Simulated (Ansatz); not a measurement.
Relaxation of a periodic cell of 17 atoms, Ge16H (host Ge, host structure diamond, interstitial H), to a largest force component of 0.08 eV/Å in at most 25 steps.

Computed with DFT PBE, scalar-relativistic, plane waves, PAW in Ansatz 0.2.0. Settings: accuracy low, cutoff 420 eV, k mesh 3x3x3, fermi-dirac smearing 0.05 eV, no spin polarisation.

```xyz
17
Lattice="0.0000 5.6600 5.6600 5.6600 0.0000 5.6600 5.6600 5.6600 0.0000" Properties=species:S:1:pos:R:3
Ge 0.000 0.000 0.000
Ge 1.415 1.415 1.415
Ge 2.830 2.830 0.000
Ge 4.245 4.245 1.415
Ge 2.830 0.000 2.830
Ge 4.245 1.415 4.245
Ge 5.660 2.830 2.830
Ge 7.075 4.245 4.245
Ge 0.000 2.830 2.830
Ge 1.415 4.245 4.245
Ge 2.830 5.660 2.830
Ge 4.245 7.075 4.245
Ge 2.830 2.830 5.660
Ge 4.245 4.245 7.075
Ge 5.660 5.660 5.660
Ge 7.075 7.075 7.075
H 7.787 7.747 9.142
```

Where does it end, and by what steps?

The forces met the threshold. The force dipped under the threshold on the way, but the program's further checks kept it going. Limits of this set-up: coarse k mesh, odd electron count without spin, a small cell, in which the defect meets its images, low accuracy level. After 15 steps the energy has fallen by 0.231 eV; H17 moved furthest, 1.09 Å. Joined: Ge16–H17 (2.29 → 1.65 Å).

| step | energy less start (eV) | largest force component (eV/Å) | accepted |
| --- | --- | --- | --- |
| 0 | 0.0000 | 0.074 | yes |
| 1 | 0.0000 | 0.075 | yes |
| 2 | -0.0022 | 0.012 | yes |
| 3 | -0.0024 | 0.012 | yes |
| 4 | -0.0030 | 0.018 | yes |
| 5 | -0.0047 | 0.033 | yes |
| 6 | -0.0099 | 0.058 | yes |
| 7 | -0.0239 | 0.094 | yes |
| 8 | -0.0520 | 0.120 | yes |
| 9 | -0.0763 | 0.136 | yes |
| 10 | -0.1182 | 0.190 | yes |
| 11 | -0.1596 | 0.231 | yes |
| 12 | -0.2053 | 0.151 | yes |
| 13 | -0.2152 | 0.144 | yes |
| 14 | -0.2312 | 0.053 | yes |
| 15 | -0.2312 | 0.053 | yes |

```xyz
17
Lattice="0.0000 5.6600 5.6600 5.6600 0.0000 5.6600 5.6600 5.6600 0.0000" Properties=species:S:1:pos:R:3
Ge -0.064 -0.068 0.018
Ge 1.354 1.354 1.437
Ge 2.736 2.734 -0.047
Ge 4.153 4.147 1.382
Ge 2.737 -0.127 2.816
Ge 4.155 1.298 4.233
Ge 5.509 2.828 2.913
Ge 6.949 4.260 4.340
Ge -0.130 2.735 2.816
Ge 1.299 4.150 4.232
Ge 2.830 5.503 2.911
Ge 4.259 6.944 4.340
Ge 2.830 2.827 5.582
Ge 4.256 4.257 7.026
Ge 5.800 5.799 5.882
Ge 7.378 7.374 7.456
H 8.336 8.333 8.405
```

Whether the end is a true minimum wasn't checked by a vibrational analysis.

Run time: 2.9 min on 4 threads of Intel(R) Xeon(R) Platinum 8488C (Sapphire Rapids), with other jobs on the host, peak memory 1.7 GiB.
